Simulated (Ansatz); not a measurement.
**C3H8ClNSi: geometry optimisation**

What shape does C3H8ClNSi take? The plan is to relax it.

Method: RKS PBE0-D4/def2-TZVP; program: Ansatz 0.2.0, Gaussian basis.

Plan: relaxation at PBE0-D4/def2-TZVP.

1 further run of the same task is left out (set aside as unsound or not needed).

**1. Starting geometry**

14 atoms, charge 0, spin multiplicity 1.

Atoms are counted from 1 here; the program's logs count them from 0.

Bond lengths: C1–C2 1.319 Å, C1–H7 1.078 Å, C1–H8 1.076 Å, C2–C3 1.504 Å, C2–H9 1.082 Å, C3–N4 1.440 Å, C3–H10 1.099 Å, C3–H11 1.094 Å, N4–Si5 1.711 Å, N4–H12 1.010 Å, Si5–Cl6 2.016 Å, Si5–H13 1.466 Å, Si5–H14 1.461 Å. Angles: C2–C1–H7 122.0°, C2–C1–H8 121.8°, H7–C1–H8 116.2°, C1–C2–C3 125.6°, C1–C2–H9 120.7°, C3–C2–H9 113.8°, C2–C3–N4 115.4°, C2–C3–H10 108.2°, C2–C3–H11 108.5°, N4–C3–H10 109.2°, N4–C3–H11 108.0°, H10–C3–H11 107.2°, C3–N4–Si5 123.8°, C3–N4–H12 111.8°, Si5–N4–H12 119.2°, N4–Si5–Cl6 104.5°, N4–Si5–H13 116.9°, N4–Si5–H14 107.7° and more.

As a file:

```mol
C3H8ClNSi
  3D, bonds by distance, orders not assigned

 14 13  0  0  0  0  0  0  0  0999 V2000
    0.6867    1.6964   -0.7968 C   0  0
    1.4551    0.7513   -0.2915 C   0  0
    1.0117   -0.6418    0.0602 C   0  0
   -0.3617   -0.9493   -0.2453 N   0  0
   -1.6557   -0.7164    0.8498 Si  0  0
   -3.2993   -1.2455   -0.1902 Cl  0  0
   -0.3603    1.5362   -0.9951 H   0  0
    1.0703    2.6740   -1.0324 H   0  0
    2.5037    0.9367   -0.0989 H   0  0
    1.6653   -1.3533   -0.4630 H   0  0
    1.1611   -0.7939    1.1333 H   0  0
   -0.5431   -0.9068   -1.2380 H   0  0
   -1.8722    0.6483    1.3392 H   0  0
   -1.4617   -1.6359    1.9687 H   0  0
  1  2  8  0
  2  3  8  0
  3  4  8  0
  4  5  8  0
  5  6  8  0
  1  7  8  0
  1  8  8  0
  2  9  8  0
  3 10  8  0
  3 11  8  0
  4 12  8  0
  5 13  8  0
  5 14  8  0
M  END
```

The start is a GFN2-xTB geometry.

**2. Optimising with PBE0-D4/def2-TZVP**

in.yaml reads:

```yaml
crystal:
  periodic: [false, false, false]
  atoms:
    - {symbol: C, position_ang: [0.686750, 1.696440, -0.796800]}
    - {symbol: C, position_ang: [1.455140, 0.751300, -0.291510]}
    - {symbol: C, position_ang: [1.011680, -0.641770, 0.060170]}
    - {symbol: N, position_ang: [-0.361720, -0.949290, -0.245300]}
    - {symbol: Si, position_ang: [-1.655740, -0.716440, 0.849820]}
    - {symbol: Cl, position_ang: [-3.299330, -1.245510, -0.190210]}
    - {symbol: H, position_ang: [-0.360260, 1.536240, -0.995140]}
    - {symbol: H, position_ang: [1.070310, 2.673950, -1.032430]}
    - {symbol: H, position_ang: [2.503720, 0.936670, -0.098920]}
    - {symbol: H, position_ang: [1.665320, -1.353260, -0.463000]}
    - {symbol: H, position_ang: [1.161140, -0.793870, 1.133310]}
    - {symbol: H, position_ang: [-0.543070, -0.906840, -1.237950]}
    - {symbol: H, position_ang: [-1.872210, 0.648260, 1.339230]}
    - {symbol: H, position_ang: [-1.461730, -1.635890, 1.968740]}
basis:
  gaussian: {orbitals: def2-TZVP}
hamiltonian: {xc: pbe0, dispersion: d4}
relax: {f_tol: 0.005, max_steps: 150}
```

Launch:

```bash
$ ansatz run in.yaml --threads 2 --pin off --events-out ev --progress --plain --max-ram 32768MiB --backend cuda --devices 0, --max-vram 18GiB
```

Before running them: what should the planned runs give, taken together? Wanted: point group; shift from the start; total energy; dispersion term; dipole moment.

As calculated:

| quantity | value |
| --- | --- |
| point group | C1 |
| steps | 37 |
| shift from the start (rms) | 0.967 Å |
| total energy | -25122.6551 eV |
| dispersion term | -289 meV |
| dipole moment | 1.92 D |

The atoms moved 0.97 Å (rms) from the start; the bond that changed most is Si5–Cl6, from 2.016 to 2.073 Å. No vibrations were run, so it is not proven to be a minimum. The largest Mulliken charge, -0.42 e, sits on N4.
